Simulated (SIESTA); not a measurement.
**SnSe2 under changes of volume**

One of the cells (25.726 Å³/atom); the others are scaled copies at fixed shape and fractional positions:

```
CELL_PARAMETERS angstrom
3.81100 0.00000 0.00000
-1.90550 3.30042 0.00000
0.00000 0.00000 6.13600
ATOMIC_POSITIONS crystal
Sn 0.00000 0.00000 0.00000
Se 0.66667 0.33333 0.75100
Se 0.33333 0.66667 0.24900
```

```yaml
Program: SIESTA 5.4.2
Functional: LDA
Potentials_or_basis: PseudoDojo 0.4 standard (LDA files)
Basis: DZP (energy shift 0.003 Ry; two zetas on semicore shells)
Grid_cutoff: 500 Ry
Energy_shift: 0.003 Ry
k_mesh: 8 × 8 × 5
Occupations: fermi-dirac, width 0.05 eV
Spin: no spin polarisation
```

| volume (Å³/atom) | energy over the lowest point (meV/atom) | pressure (GPa) | gap on the mesh (eV) | largest force (eV/Å) |
| --- | --- | --- | --- | --- |
| 24.182 | 66.19 | 8.8 | 0.67 | 1.562 |
| 24.697 | 41.33 | 6.7 | 0.66 | 1.307 |
| 25.212 | ? | ? | ? | ? |
| 25.726 | 10.27 | 3.1 | 0.62 | 0.855 |
| 26.241 | 2.85 | 1.6 | 0.60 | 0.656 |
| 26.755 | 0.00 | 0.2 | 0.57 | 0.473 |
| 27.270 | 1.32 | -1.0 | 0.50 | 0.306 |

**Question.** What does the run at 25.212 Å³/atom give?

**Answer.** Energy over the lowest point 22.92 meV/atom; pressure 4.8 GPa; gap on the mesh 0.64 eV; largest force 1.069 eV/Å.

Worked out: A Birch-Murnaghan fit of order 3 (a polynomial in V^(-2/3)) to the other rows has its minimum at 26.84 Å³/atom with B0 = V·E''(V) = 66 GPa and B' = 4.7 at fixed shape and positions, which overstates the stiffness. It gives 22.91 meV/atom at 25.212 Å³/atom, against the run's 22.92, and -dE/dV = 4.8 GPa, against 4.8. A parabola through the other rows of the gap, of slope -0.875 eV per unit of ln V there, gives 0.65 eV, against the run's 0.64.

Energies are extrapolated to zero smearing.

Caveats: spin-orbit coupling is left out, which moves the levels of the heavy elements; an odd mesh through Γ misses points on the zone boundary, where band edges often lie; the basis of atomic orbitals isn't converged, which shifts pressures, moduli and gaps; forces of over 1 eV/Å show positions far from the minimum, so gaps and moduli don't describe the material at rest (some runs).
